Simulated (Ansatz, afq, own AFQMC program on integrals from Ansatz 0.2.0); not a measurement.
# NH3Br (doublet): AFQMC on the coupled-cluster ladder at distance N1–H4 along a hydrogen transfer = 1.012 Å, cc-pVTZ

How near does AFQMC come to the top of the ladder for NH3Br (doublet)?

Computed with Ansatz 0.2.0, Gaussian basis, and an in-house AFQMC program (afq) on its integrals; all values are calculated. Level: cc-pVTZ, frozen cores.

The runs, in order: CCSD(T) on UHF; PBE (unrestricted); r2SCAN (unrestricted); PBE0 (unrestricted); B3LYP (unrestricted); wB97M-V (unrestricted); B2PLYP (unrestricted); Phaseless AFQMC, CISD trial on UHF; Phaseless AFQMC, single-determinant trial on UHF.

### Step 1. What is computed

The geometry derives from fragments relaxed apart (PBE0/def2-TZVP) and kept rigid, so it is no stationary point. A hydrogen atom is moved between rigid fragments. No spin-orbit coupling is included. The filled d shell of Br may be among the frozen orbitals whatever the setting's name suggests; the logs give the count.

5 atoms, charge 0, spin multiplicity 2.

Atoms are counted from 1 here; the program's logs count them from 0.

Bond lengths: N1–H2 1.012 Å, N1–H3 1.012 Å, N1–H4 1.012 Å. Angles: H2–N1–H3 107.1°, H2–N1–H4 107.1°, H3–N1–H4 107.1°.

Geometry (Å):

```xyz
5

N    -2.3544   -0.0059   -0.0092
H    -2.6517    0.9620   -0.0092
H    -2.6517   -0.4082    0.8711
H    -1.3420   -0.0059   -0.0092
Br    0.4965   -0.0059   -0.0092
```

### Step 2. CCSD(T) on UHF

File in.yaml:

```yaml
crystal:
  periodic: [false, false, false]
  atoms:
    - {symbol: N, position_ang: [-2.354450, -0.005881, -0.009153]}
    - {symbol: H, position_ang: [-2.651730, 0.961952, -0.009152]}
    - {symbol: H, position_ang: [-2.651730, -0.408181, 0.871107]}
    - {symbol: H, position_ang: [-1.341990, -0.005881, -0.009153]}
    - {symbol: Br, position_ang: [0.496550, -0.005880, -0.009153]}
basis:
  gaussian: {orbitals: cc-pVTZ}
magnetization: {spin_polarized: true, initial_magnetization: 1}
correlation: {method: ccsd_t, electrons: outside_noble_gas, hamiltonian_folder: ham}
```

Launch:

```console
ansatz run in.yaml --threads 1 --pin off --events-out ev --progress --plain --max-ram 16896MiB --backend cuda --devices 0, --max-vram 18GiB
```

Standard output, cut to the lines that bear on the results:

```text
Functional definition: HF
  name "HF"
  cite "Fock, Z. Phys. 61, 126 (1930) doi:10.1007/BF01340294"
  parent pbe
[...]
682 factors; integrals over basis functions are off by at most 1.3e-3 eV
[...]
mean field -71528.80911693 eV, -2628.6352510791 hartree, gradient 2.1e-6 eV, S^2 0.765199; 13 other end points of the search recorded, 0 dependent functions left out
determinant -71528.80911693 eV, -2628.6352510791 hartree, with singles and doubles -71540.08486255 eV, -2629.0496270877 hartree
determinant -71528.46714316 eV, -2628.6226837748 hartree, with singles and doubles -71539.69942139 eV, -2629.0354623861 hartree
determinant -71528.41928564 eV, -2628.6209250433 hartree, with singles and doubles -71539.63282892 eV, -2629.0330151580 hartree
determinant -71528.80911693 eV, -2628.6352510791 hartree, with singles and doubles -71540.01440202 eV, -2629.0470377109 hartree
determinant -71528.46714316 eV, -2628.6226837748 hartree, with singles and doubles -71539.62342105 eV, -2629.0326694253 hartree
determinant -71528.41928564 eV, -2628.6209250433 hartree, with singles and doubles -71539.55687534 eV, -2629.0302239154 hartree
15 core orbitals not correlated: weight in the atoms' cores, before any rotation towards them, 1.000 or more for the frozen orbitals, at most 0.000 for the correlated occupied ones
reference -71528.80911693 eV, -2628.6352510791 hartree; 8, 7 occupied and 92, 93 virtual orbitals, 682 factors
second order -10.36601872 eV of doubles, -0.00000000 eV of singles
cycle   1  -11.20528483 eV  change    2.6e-7 eV  update   3.0e-6
perturbative correction -0.38590515 eV, -0.0141817527 hartree
Total energy: -71540.40030691 eV, -2629.0612194540 hartree
```

It took 5.5 s on 1 × NVIDIA H100 80GB HBM3 with 1 thread of AMD EPYC 7R13 (Zen 3), shared host; peak host memory 0.85 GiB.

From the report: ⟨S²⟩ of the determinant 0.765 (pure doublet: 0.75); correlation -11.5912 eV; T1 0.022; largest double amplitude 0.04.

This run also writes the integrals to the folder ham.

### Step 3. PBE (unrestricted)

Edit in.yaml of step 2 so:

```diff
@@ -11,2 +11,3 @@
 magnetization: {spin_polarized: true, initial_magnetization: 1}
-correlation: {method: ccsd_t, electrons: outside_noble_gas, hamiltonian_folder: ham}
+hamiltonian: {xc: {name: PBE}}
+output: {orbitals: {seedname: orbitals}}
```

Launch:

```console
ansatz run in.yaml --threads 1 --pin off --events-out ev --progress --plain --max-ram 5632MiB --backend cpu
```

Standard output:

```text
Functional definition: PBE
  name "PBE"
  cite "Perdew, Burke & Ernzerhof, Phys. Rev. Lett. 77, 3865 (1996) doi:10.1103/PhysRevLett.77.3865"
  parent pbe
  parameter kappa = 0.804
  parameter beta = 0.06672455060314922
  exchange = pbe_x(kappa = kappa, mu = beta*pi^2/3)
  correlation = pbe_c(beta = beta)
729 factors; their error is unknown
mean field evaluation 1: about -71563.2758 eV, gradient 5.0e1 eV
mean field evaluation 2: about -71524.9804 eV, gradient 9.2e1 eV
mean field evaluation 4: about -71569.1035 eV, gradient 2.4e1 eV
mean field evaluation 8: about -71573.5112 eV, gradient 1.5e-1 eV
mean field evaluation 16: about -71573.5037 eV, gradient 2.7e-3 eV
mean field evaluation 32: about -71572.1444 eV, gradient 1.1e1 eV
mean field evaluation 64: about -71573.3796 eV, gradient 2.6e0 eV
mean field -71573.50370382 eV, -2630.2777468520 hartree, gradient 2.0e-5 eV, S^2 0.752358; 9 other end points of the search recorded, 0 dependent functions left out
reference -71573.50373304 eV, -2630.2777479260 hartree; 23, 22 occupied and 92, 93 virtual orbitals, 729 factors
Total energy: -71573.50373304 eV, -2630.2777479260 hartree
```

Run time: 8.5 s. Hardware: 1 thread of AMD EPYC 7R13 (Zen 3), shared host; peak memory 0.71 GiB.

From the report: ⟨S²⟩ of the determinant 0.752 (pure doublet: 0.75).

### Step 4. r2SCAN (unrestricted)

Edit in.yaml of step 3 so:

```diff
@@ -11,3 +11,2 @@
 magnetization: {spin_polarized: true, initial_magnetization: 1}
-hamiltonian: {xc: {name: PBE}}
-output: {orbitals: {seedname: orbitals}}
+hamiltonian: {xc: {name: r2SCAN}}
```

Launched as before.

Standard output, cut to the lines that bear on the results:

```text
Functional definition: r2SCAN
  name "r2SCAN"
  cite "Furness, Kaplan, Ning, Perdew & Sun, J. Phys. Chem. Lett. 11, 8208 (2020) doi:10.1021/acs.jpclett.0c02405"
  cite "Furness, Kaplan, Ning, Perdew & Sun, J. Phys. Chem. Lett. 11, 9248 (2020) doi:10.1021/acs.jpclett.0c03077"
  parent r2scan
[...]
729 factors; their error is unknown
[...]
mean field -71584.59007126 eV, -2630.6851633411 hartree, gradient 1.7e-5 eV, S^2 0.755544; 9 other end points of the search recorded, 0 dependent functions left out
reference -71584.59008040 eV, -2630.6851636769 hartree; 23, 22 occupied and 92, 93 virtual orbitals, 729 factors
Total energy: -71584.59008040 eV, -2630.6851636769 hartree
```

It took 22 s on 1 thread of AMD EPYC 7R13 (Zen 3), shared host; peak memory 1.2 GiB.

From the report: ⟨S²⟩ of the determinant 0.756 (pure doublet: 0.75).

### Step 5. PBE0 (unrestricted)

Edit in.yaml of step 4 so:

```diff
@@ -11,2 +11,3 @@
 magnetization: {spin_polarized: true, initial_magnetization: 1}
-hamiltonian: {xc: {name: r2SCAN}}
+hamiltonian: {xc: {name: PBE0}}
+output: {orbitals: {seedname: orbitals}}
```

Launched as before.

Standard output:

```text
Functional definition: PBE0
  name "PBE0"
  cite "Adamo & Barone, J. Chem. Phys. 110, 6158 (1999) doi:10.1063/1.478522"
  cite "Perdew, Burke & Ernzerhof, Phys. Rev. Lett. 77, 3865 (1996) doi:10.1103/PhysRevLett.77.3865"
  parent pbe
  parameter a = 0.25
  parameter kappa = 0.804
  parameter beta = 0.06672455060314922
  exchange = (1 - a)*pbe_x(kappa = kappa, mu = beta*pi^2/3) + a*exact_x
  correlation = pbe_c(beta = beta)
771 factors; their error is unknown
mean field evaluation 1: about -71568.6224 eV, gradient 4.1e1 eV
mean field evaluation 2: about -71550.8919 eV, gradient 6.8e1 eV
mean field evaluation 4: about -71575.1891 eV, gradient 6.1e0 eV
mean field evaluation 8: about -71575.5139 eV, gradient 8.0e-1 eV
mean field evaluation 16: about -71575.8916 eV, gradient 2.0e-1 eV
mean field evaluation 32: about -71575.4888 eV, gradient 5.5e0 eV
mean field -71575.89169383 eV, -2630.3655038663 hartree, gradient 1.5e-5 eV, S^2 0.755960; 3 other end points of the search recorded, 0 dependent functions left out
reference -71575.89171628 eV, -2630.3655046913 hartree; 23, 22 occupied and 92, 93 virtual orbitals, 771 factors
Total energy: -71575.89171628 eV, -2630.3655046913 hartree
```

Run time: 5.5 s. Hardware: 1 thread of AMD EPYC 7R13 (Zen 3), shared host; peak memory 1.7 GiB.

From the report: ⟨S²⟩ of the determinant 0.756 (pure doublet: 0.75).

### Step 6. B3LYP (unrestricted)

Edit in.yaml of step 5 so:

```diff
@@ -11,3 +11,2 @@
 magnetization: {spin_polarized: true, initial_magnetization: 1}
-hamiltonian: {xc: {name: PBE0}}
-output: {orbitals: {seedname: orbitals}}
+hamiltonian: {xc: {name: B3LYP}}
```

Launched as before.

Standard output, cut to the lines that bear on the results:

```text
Functional definition: B3LYP
  name "B3LYP"
  cite "Stephens, Devlin, Chabalowski & Frisch, J. Phys. Chem. 98, 11623 (1994) doi:10.1021/j100096a001"
  cite "Becke, Phys. Rev. A 38, 3098 (1988) doi:10.1103/PhysRevA.38.3098"
  cite "Lee, Yang & Parr, Phys. Rev. B 37, 785 (1988) doi:10.1103/PhysRevB.37.785"
  cite "Vosko, Wilk & Nusair, Can. J. Phys. 58, 1200 (1980) doi:10.1139/p80-159"
[...]
759 factors; their error is unknown
[...]
mean field -71586.81411548 eV, -2630.7668954585 hartree, gradient 1.7e-5 eV, S^2 0.754623; 3 other end points of the search recorded, 0 dependent functions left out
reference -71586.81431640 eV, -2630.7669028422 hartree; 23, 22 occupied and 92, 93 virtual orbitals, 759 factors
Total energy: -71586.81431640 eV, -2630.7669028422 hartree
```

Wall time 5.5 s (1 thread of AMD EPYC 7R13 (Zen 3), shared host); peak memory 1.7 GiB.

From the report: ⟨S²⟩ of the determinant 0.755 (pure doublet: 0.75).

### Step 7. wB97M-V (unrestricted)

Edit in.yaml of step 6 so:

```diff
@@ -11,2 +11,3 @@
 magnetization: {spin_polarized: true, initial_magnetization: 1}
-hamiltonian: {xc: {name: B3LYP}}
+hamiltonian: {xc: {name: wB97M-V}}
+output: {orbitals: {seedname: orbitals}}
```

Launched as before.

Standard output, cut to the lines that bear on the results:

```text
Functional definition: wB97M-V
  name "wB97M-V"
  cite "Mardirossian & Head-Gordon, J. Chem. Phys. 144, 214110 (2016) doi:10.1063/1.4952647"
  cite "Becke, J. Chem. Phys. 107, 8554 (1997) doi:10.1063/1.475007"
  cite "Vydrov & Van Voorhis, J. Chem. Phys. 133, 244103 (2010) doi:10.1063/1.3521275"
  # Of w^i u^j: cxij and so on, Table III.
[...]
  gx(w, u) = 1 - cx + cx01*u + cx10*w
  gss(w, u) = css00 + css04*u^4 + css10*w + css20*w^2 + css43*w^4*u^3
  gos(w, u) = cos00 + cos10*w + (cos20 + cos21*u)*w^2 + (cos60 + cos61*u)*w^6
[...]
      + integral(e_c_pw_mod_opposite_spin*gos(b97_w_opposite, b97_u_opposite)) + vv10(b, c)
751 factors; their error is unknown
141 factors; integrals over basis functions are off by at most 4.1e-5 eV
[...]
mean field -71580.91933728 eV, -2630.5502663553 hartree, gradient 1.3e-5 eV, S^2 0.755138; 3 other end points of the search recorded, 0 dependent functions left out
reference -71580.91937046 eV, -2630.5502675746 hartree; 23, 22 occupied and 92, 93 virtual orbitals, 751 factors
Total energy: -71580.91937046 eV, -2630.5502675746 hartree
```

Run time: 23 s. Hardware: 1 thread of AMD EPYC 7R13 (Zen 3), shared host; peak memory 1.7 GiB.

From the report: ⟨S²⟩ of the determinant 0.755 (pure doublet: 0.75).

### Step 8. B2PLYP (unrestricted)

Edit in.yaml of step 7 so:

```diff
@@ -11,3 +11,3 @@
 magnetization: {spin_polarized: true, initial_magnetization: 1}
-hamiltonian: {xc: {name: wB97M-V}}
-output: {orbitals: {seedname: orbitals}}
+hamiltonian: {xc: {name: B2PLYP}}
+correlation: {electrons: outside_noble_gas}
```

Same command.

Standard output, cut to the lines that bear on the results:

```text
Functional definition: B2PLYP
  name "B2PLYP"
  cite "Grimme, J. Chem. Phys. 124, 034108 (2006) doi:10.1063/1.2148954"
  cite "Becke, Phys. Rev. A 38, 3098 (1988) doi:10.1103/PhysRevA.38.3098"
  cite "Lee, Yang & Parr, Phys. Rev. B 37, 785 (1988) doi:10.1103/PhysRevB.37.785"
[...]
682 factors; integrals over basis functions are off by at most 1.3e-3 eV
[...]
mean field -71569.71224993 eV, -2630.1384134915 hartree, gradient 2.7e-6 eV, S^2 0.759536; 5 other end points of the search recorded, 0 dependent functions left out
15 core orbitals not correlated: weight in the atoms' cores, before any rotation towards them, 1.000 or more for the frozen orbitals, at most 0.000 for the correlated occupied ones
reference -71569.71237986 eV, -2630.1384182666 hartree; 8, 7 occupied and 92, 93 virtual orbitals, 682 factors
second order -12.63249086 eV of doubles, -0.00000000 eV of singles
Total energy: -71573.12315239 eV, -2630.2637618452 hartree
```

It took 10 s on 1 thread of AMD EPYC 7R13 (Zen 3), shared host; peak memory 1.7 GiB.

From the report: ⟨S²⟩ of the determinant 0.760 (pure doublet: 0.75).

### Step 9. Phaseless AFQMC, CISD trial on UHF

It reads the integrals that the CCSD(T) run on this determinant wrote.

Launch:

```console
afq ham --method phaseless --trial cisd --walkers 900 --populations 20 --least-time 60 --time-step 0.005 --steps-per-block 50 --equilibration-blocks 28 --max-blocks 4000 --target-error 0.00023 --factor-cut 1e-05 --start spin_pure --seed 7 --release-times 0.24,0.51,0.99,1.5 --release-step 0.03 --release-every 4 --taylor-order 6
```

Standard output:

```text
orbitals 100  electrons 8 7  factors 621 of 682
reference energy -2628.63525108 Eh
CCSD correlation -0.41178671 Eh in 18 cycles, weight of the determinant in the CISD state 0.8584
energy of the start -2629.046244 Eh
 block  time / (1/Eh)  mean weight  energy / Eh
     1     0.250  0.9992  -2629.040916
     2     0.500  0.9994  -2629.047057
     3     0.750  0.9988  -2629.053192
     4     1.000  1.0008  -2629.055013
     5     1.250  1.0003  -2629.056518
     6     1.500  1.0008  -2629.059658
     7     1.750  1.0002  -2629.059359
     8     2.000  1.0010  -2629.060876
     9     2.250  0.9995  -2629.060296
    10     2.500  0.9998  -2629.062117
    11     2.750  1.0005  -2629.059487
    16     4.000  0.9997  -2629.062198
    21     5.250  1.0002  -2629.061663
    26     6.500  0.9998  -2629.061528
    31     7.750  1.0003  -2629.064427
    36     9.000  0.9995  -2629.060366
    41    10.250  1.0010  -2629.062578
    46    11.500  1.0008  -2629.058692
    51    12.750  0.9997  -2629.061203
    56    14.000  0.9999  -2629.064783
    61    15.250  1.0006  -2629.061606
    66    16.500  0.9996  -2629.061904
    71    17.750  0.9997  -2629.063644
    76    19.000  0.9998  -2629.062828
    81    20.250  1.0000  -2629.063634
    86    21.500  0.9998  -2629.062894
    91    22.750  0.9998  -2629.062064
    96    24.000  1.0005  -2629.059230
   101    25.250  1.0006  -2629.060904
   106    26.500  0.9997  -2629.060442
   111    27.750  1.0000  -2629.059978
   116    29.000  1.0005  -2629.067196
   121    30.250  1.0000  -2629.061260
   126    31.500  0.9991  -2629.060486
   131    32.750  0.9997  -2629.060485
   136    34.000  1.0001  -2629.061590
   141    35.250  0.9995  -2629.059040
   146    36.500  0.9997  -2629.063609
   151    37.750  0.9995  -2629.061198
   156    39.000  1.0001  -2629.061523
   161    40.250  1.0000  -2629.061897
   166    41.500  1.0001  -2629.062564
   171    42.750  0.9998  -2629.059932
   176    44.000  0.9991  -2629.058678
   181    45.250  1.0008  -2629.062009
   186    46.500  0.9994  -2629.062462
   191    47.750  1.0002  -2629.063148
   196    49.000  1.0007  -2629.063705
   201    50.250  0.9998  -2629.063208
   206    51.500  1.0009  -2629.061160
   211    52.750  0.9992  -2629.061335
   216    54.000  1.0000  -2629.059274
error from the spread of 20 populations
released: time / (1/Eh)  energy / Eh  error  mean overlap
  0.24  -2629.062603  0.000228  0.9937
  0.51  -2629.062812  0.000207  0.9879
  0.99  -2629.062602  0.000311  0.9873
  1.50  -2629.063006  0.000300  0.9859
energy -2629.061912 +/- 0.000212 Eh
```

Run time: 2.4 min. Hardware: 1 × NVIDIA H100 80GB HBM3 with 2 threads of AMD EPYC 7R13 (Zen 3), shared host; peak host memory 1.7 GiB.

Energy -71540.4192 ± 0.0058 eV. Caveats: constraint bias not in the error.

### Step 10. Phaseless AFQMC, single-determinant trial on UHF

It reads the integrals that the CCSD(T) run on this determinant wrote.

Launch:

```console
afq ham --method phaseless --trial hf --walkers 900 --populations 10 --least-time 40 --time-step 0.005 --steps-per-block 20 --equilibration-blocks 112 --max-blocks 4000 --target-error 0.00115 --factor-cut 1e-05 --start spin_pure --seed 721 --taylor-order 6
```

Standard output:

```text
orbitals 100  electrons 8 7  factors 621 of 682
reference energy -2628.63525108 Eh
CCSD correlation -0.41178671 Eh in 18 cycles, weight of the determinant in the CISD state 0.8584
energy of the start -2628.635612 Eh
 block  time / (1/Eh)  mean weight  energy / Eh
     1     0.100  1.0031  -2628.763411
     2     0.200  1.0028  -2628.841195
     3     0.300  1.0032  -2628.899802
     4     0.400  1.0027  -2628.935430
     5     0.500  1.0017  -2628.960049
     6     0.600  1.0012  -2628.977544
     7     0.700  1.0029  -2628.991686
     8     0.800  1.0017  -2629.002675
     9     0.900  1.0010  -2629.013729
    10     1.000  1.0023  -2629.034416
    13     1.300  1.0001  -2629.051538
    19     1.900  1.0003  -2629.054804
    25     2.500  1.0001  -2629.051731
    31     3.100  1.0010  -2629.049822
    37     3.700  1.0002  -2629.050468
    43     4.300  1.0002  -2629.052796
    49     4.900  0.9995  -2629.051911
    55     5.500  0.9999  -2629.052801
    61     6.100  0.9992  -2629.054519
    67     6.700  0.9998  -2629.064793
    73     7.300  0.9999  -2629.069440
    79     7.900  0.9993  -2629.049810
    85     8.500  0.9990  -2629.049332
    91     9.100  1.0008  -2629.051381
    97     9.700  0.9998  -2629.068931
   103    10.300  1.0000  -2629.076160
   109    10.900  0.9992  -2629.059953
   115    11.500  0.9992  -2629.057086
   121    12.100  1.0007  -2629.053392
   127    12.700  1.0004  -2629.055098
   133    13.300  0.9990  -2629.056369
   139    13.900  1.0001  -2629.069482
   145    14.500  0.9990  -2629.051521
   151    15.100  1.0004  -2629.066119
   157    15.700  0.9999  -2629.070745
   163    16.300  1.0002  -2629.092752
   169    16.900  0.9994  -2629.063987
   175    17.500  0.9996  -2629.054864
   181    18.100  0.9990  -2629.060424
   187    18.700  1.0010  -2629.058408
   193    19.300  1.0006  -2629.056397
   199    19.900  1.0004  -2629.054010
   205    20.500  0.9998  -2629.057632
   211    21.100  0.9996  -2629.060310
   217    21.700  1.0004  -2629.049631
   223    22.300  0.9989  -2629.080896
   229    22.900  1.0001  -2629.073132
   235    23.500  1.0011  -2629.061412
   241    24.100  0.9995  -2629.054377
   247    24.700  1.0013  -2629.045787
   253    25.300  1.0003  -2629.061399
   259    25.900  1.0002  -2629.056208
   265    26.500  1.0006  -2629.057431
   271    27.100  1.0001  -2629.070251
error from the spread of 10 populations
energy -2629.061655 +/- 0.001150 Eh
```

Wall time 20 s (1 × NVIDIA H100 80GB HBM3 with 2 threads of AMD EPYC 7R13 (Zen 3), shared host); peak host memory 1.8 GiB.

Energy -71540.4122 ± 0.0313 eV. Caveats: constraint bias not in the error.

### Step 11. AFQMC on the ladder

On the UHF determinant, counted from CCSD(T) (a yardstick, not exact):

| level | energy (eV) | from CCSD(T) (kJ/mol) | statistical error (kJ/mol) | time |
| --- | --- | --- | --- | --- |
| HF | -71528.8091 | +1118.4 |  |  |
| MP2 | -71539.1751 | +118.2 |  |  |
| CCSD | -71540.0144 | +37.2 |  |  |
| CCSD(T) | -71540.4003 | 0.0 |  |  |
| Phaseless AFQMC, CISD trial, step 0.005, 900 walkers | -71540.4192 | -1.8 | 0.6 | 2.4 min |
| Phaseless AFQMC, single-determinant trial, step 0.005, 900 walkers | -71540.4122 | -1.1 | 3.0 | 20 s |

The functionals' totals stand on their own zeros and serve differences with other points: PBE -71573.504 eV; r2SCAN -71584.590 eV; PBE0 -71575.892 eV; B3LYP -71586.814 eV; wB97M-V -71580.919 eV; B2PLYP -71573.123 eV.

### Step 12. Outcome

| quantity | value |
| --- | --- |
| Phaseless AFQMC, CISD trial on UHF from CCSD(T) | -1.8 ± 0.6 kJ/mol |
| Phaseless AFQMC, single-determinant trial on UHF from CCSD(T) | -1.1 ± 3.0 kJ/mol |

What this shows: On UHF the phaseless walk with the CISD trial lies -1.8 kJ/mol from CCSD(T), 3 times its error bar. Error bars are statistical and leave out the constraint, the time step and what remains of the start.
